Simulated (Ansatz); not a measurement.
# ClI3Sn: the cost of one run

The runs use Ansatz 0.2.0, Gaussian basis; the settings change from run to run.

### Step 1. The geometry

The structure was relaxed beforehand with PBE0-D4 in a triple-zeta def2 set. Sn, I take a core potential in def2 sets; no spin-orbit term is included.

SMILES `[Cl][Sn]([I])([I])[I]`, 5 atoms, charge 0, spin multiplicity 1.

Atoms are counted from 1 here; the program's logs count them from 0.

Bond lengths: Cl1–Sn2 2.313 Å, Sn2–I3 2.655 Å, Sn2–I4 2.655 Å, Sn2–I5 2.655 Å. Angles: Cl1–Sn2–I3 108.0°, Cl1–Sn2–I4 108.0°, Cl1–Sn2–I5 108.0°, I3–Sn2–I4 110.9°, I3–Sn2–I5 110.9°, I4–Sn2–I5 110.9°.

### Step 2. wB97M-V/ANO-RCC-VTZP

This run has unrestricted orbitals, the search for lower states set to full.

Contents of in.yaml:

```yaml
crystal:
  periodic: [false, false, false]
  atoms:
    - {symbol: Cl, position_ang: [0.021566, -0.372724, 2.306743]}
    - {symbol: Sn, position_ang: [0.010152, -0.019323, 0.021323]}
    - {symbol: I, position_ang: [1.562822, -1.857366, -1.101220]}
    - {symbol: I, position_ang: [-2.493896, -0.245777, -0.831747]}
    - {symbol: I, position_ang: [0.949357, 2.421490, -0.436498]}
basis:
  gaussian: {orbitals: ANO-RCC-VTZP}
magnetization: {spin_polarized: true, initial_magnetization: 0}
hamiltonian: {xc: {name: wB97M-V}}
scf: {lower_state_search: full}
```

Command:

```console
ansatz run in.yaml --threads 4 --pin off --events-out ev --progress --plain --max-ram 11315MiB
```

**Question.** How long does this run take on 4 threads of AMD EPYC 9R45, shared host, and how much memory does it need?

About 56 s, with a peak of 4.2 GiB.
